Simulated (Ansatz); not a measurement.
NbSi, 2 atoms in the cell. It takes space group Pm-3m (No. 221, cubic). Conventional cell: a = 3.156 Å, b = 3.156 Å, c = 3.156 Å, α = 90.00°, β = 90.00°, γ = 90.00°. Around Nb (site symmetry m-3m) lie 8 Si at 2.73 Å. Si (site symmetry m-3m) is surrounded by 8 Nb at 2.73 Å. The cell was built by a generator and needn't be a form met in nature.

| Quantity | Value |
| --- | --- |
| Program | Ansatz 0.2.0 |
| Task | single point |
| Functional | HSE06 form with a typed share of exact exchange |
| Potentials or basis | Ansatz PAW |
| Cutoff | 420 eV (not typed: the program's choice for these potentials) |
| k mesh | 4 × 4 × 4 |
| Occupations | fermi-dirac, width 0.05 eV |
| Spin | no spin polarisation |
| Screening (1/Å) | 0.15 |
| Share of exact exchange | 0.25 |

Hardware: 1 × NVIDIA H100 80GB HBM3 with 2 threads of AMD EPYC 7R13 Processor (Zen 3), with other jobs on the host.

Task: How long does it take, and how much memory?

Result: Wall time 5.7 s on 1 × NVIDIA H100 80GB HBM3 with 2 threads of AMD EPYC 7R13 Processor (Zen 3), on a shared host, peak memory 1.5 GiB. Counts: scf iterations 15, plane waves 619, k points 10, bands 13.
